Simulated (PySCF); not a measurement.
# HF/ccECP-aug-cc-pVDZ (core potential) run of SnCl2F2 (SMILES [F][Sn]([F])([Cl])[Cl])

Aim: the energy difference between two shapes of SnCl2F2 at HF/ccECP-aug-cc-pVDZ (core potential), from 2 runs. Input form: a Python script.

The calculation is run with PySCF 2.14.0.

8 further runs of the same task are left out: 2 for a known fault of the program, 1 that didn't finish, 5 set aside as unsound or not needed.

## Step 1: The structure to begin with

SnCl2F2 has 5 atoms, charge 0, and is taken as a singlet. SMILES: `[F][Sn]([F])([Cl])[Cl]`. The coordinates come from a PBE0-D4/def2-TZVP relaxation.

Bond lengths: F1–Sn2 1.887 Å, Sn2–F3 1.887 Å, Sn2–Cl4 2.271 Å, Sn2–Cl5 2.271 Å. Angles: F1–Sn2–F3 105.5°, F1–Sn2–Cl4 109.3°, F1–Sn2–Cl5 109.3°, F3–Sn2–Cl4 109.2°, F3–Sn2–Cl5 109.2°, Cl4–Sn2–Cl5 114.0°.

## Step 2: The stability of the SCF solution at HF/ccECP-aug-cc-pVDZ (core potential)

File geometry.xyz:

```xyz
5
Cl2F2Sn
F     -0.136000    -0.318500     1.871500
Sn     0.031600    -0.036600     0.013600
F      1.509000    -1.080200    -0.523100
Cl    -1.837700    -0.793000    -1.030000
Cl     0.483000     2.154700    -0.373400
```

File input.py:

```python
from pyscf import gto

system = gto.M(
    atom='geometry.xyz',
    basis='ccecp-aug-cc-pvdz',
    verbose=4,
    ecp={'F': 'ccecp', 'Sn': 'ccecp', 'Cl': 'ccecp'},
    charge=0,
    max_memory=1860,
)

mf = system.RHF()
mf.kernel()

energy = mf.e_tot
print('Final energy', energy)
mo_i, mo_e, stable_i, stable_e = mf.stability(internal=True, external=True, return_status=True)
print('stable: internal', stable_i, 'external', stable_e)
```

Launch:

```sh
$ OMP_NUM_THREADS=1 python input.py
```

What it wrote:

```text
PySCF version 2.14.0

[... 59 lines left out ...]
converged SCF energy = -80.9229561861287
Final energy -80.9229561861287
[... 6 lines left out ...]
stable: internal True external True
```

It took 52 s on 1 thread of Intel Xeon at 2.50GHz (Skylake/Cascade Lake), shared host; peak memory 0.26 GiB.

## Step 3: The distorted shape, same level

File start.xyz:

```xyz
5
Cl2F2Sn
F     -0.099001    -0.354055     1.848006
Sn     0.020217    -0.062165    -0.012231
F      1.498401    -1.076543    -0.540709
Cl    -1.870331    -0.756424    -1.057443
Cl     0.443476     2.169458    -0.370197
```

File calc.py:

```python
from pyscf import gto

mol = gto.M(
    atom='start.xyz',
    max_memory=1860,
    verbose=4,
    basis='ccecp-aug-cc-pvdz',
    spin=0,
    ecp={'F': 'ccecp', 'Sn': 'ccecp', 'Cl': 'ccecp'},
)

mf = mol.RHF()
mf.kernel()

e_tot = mf.e_tot
print('E = %.10f Eh' % e_tot)
mo_i, mo_e, stable_i, stable_e = mf.stability(internal=True, external=True, return_status=True)
print('stable: internal', stable_i, 'external', stable_e)
```

Launch:

```sh
$ OMP_NUM_THREADS=1 python calc.py
```

What it wrote:

```text
PySCF version 2.14.0

[... 59 lines left out ...]
converged SCF energy = -80.9228710839654
[... 7 lines left out ...]
stable: internal True external True
```

Run time: 51 s. Hardware: 1 thread of Intel Xeon at 2.50GHz (Skylake/Cascade Lake), shared host; peak memory 0.26 GiB.

## Step 4: Outcome

Level: HF/ccECP-aug-cc-pVDZ (core potential).

```
                              quantity         value
             first shape: total energy  -80.92296 Eh
            first shape: dipole moment        1.87 D
              first shape: HOMO energy     -13.69 eV
              first shape: LUMO energy       0.15 eV
            first shape: HOMO–LUMO gap      13.83 eV
         distorted shape: total energy  -80.92287 Eh
        distorted shape: dipole moment        1.81 D
          distorted shape: HOMO energy     -13.61 eV
          distorted shape: LUMO energy       0.12 eV
        distorted shape: HOMO–LUMO gap      13.73 eV
energy change with the atoms displaced      0.002 eV
```

In words: With the atoms displaced the energy rises by 0.00 eV (0.2 kJ/mol). The first shape isn't relaxed at this level, so the change isn't measured from a minimum.
